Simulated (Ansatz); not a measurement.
## Rb3Ag, space group Pm-3m: a run that restarts from a saved state

Program: Ansatz 0.2.0 through its Python package.

Input file `rb3ag.extxyz`:
```text
4
Lattice="6.136148 0.0 0.0 0.0 6.136148 0.0 0.0 0.0 6.136148" Properties=species:S:1:pos:R:3 pbc="T T T"
Rb    0.00000000    3.06807400    3.06807400
Rb    3.06807400    0.00000000    3.06807400
Rb    3.06807400    3.06807400    0.00000000
Ag    0.00000000    0.00000000    0.00000000
```

The script, `restart.py`:
```python
'''A run of Rb3Ag that can be started again.'''

import ansatz as az


def main() -> None:
    cell = az.Crystal.from_extxyz('rb3ag.extxyz')

    setup = (
        cell.calculation()
        .functional(az.Functional.PBE)
        .occupations('fermi_dirac')
        .basis(510)
        .kpoints(4, 4, 4)
        .forces()
        .checkpoint(write='state')
    )
    with az.exiting_at_sigterm():
        out = setup.run(threads=1, backend='cpu', resume=True)
    print('returned:', type(out).__name__)
    print(f'F = {out.report["free_energy_ev"]:.5f} eV, {out.report["n_iterations"]} iterations')


if __name__ == '__main__':
    main()
```

```console
$ python restart.py
returned: RunOutcome
F = -17392.12465 eV, 7 iterations
```

```console
$ python restart.py
returned: CompletedStep
F = -17392.12465 eV, 7 iterations
```

Caveats:
- Total energies depend on the potentials; only differences at equal settings carry meaning. A total without «per atom» is that of the cell as typed.
- The mesh is modest for a metal, so energies can be off by several to tens of meV an atom and pressures by half a GPa or more; differences at equal mesh fare better.
- The structure comes from a database of computed cells and needn't be a stable or known phase.
- It ran for 4.8 s on 1 thread of Arm Neoverse V1, with other jobs on the host, peak memory 0.51 GiB.

(Lines on the test bed's own set-up are left out of the output.)
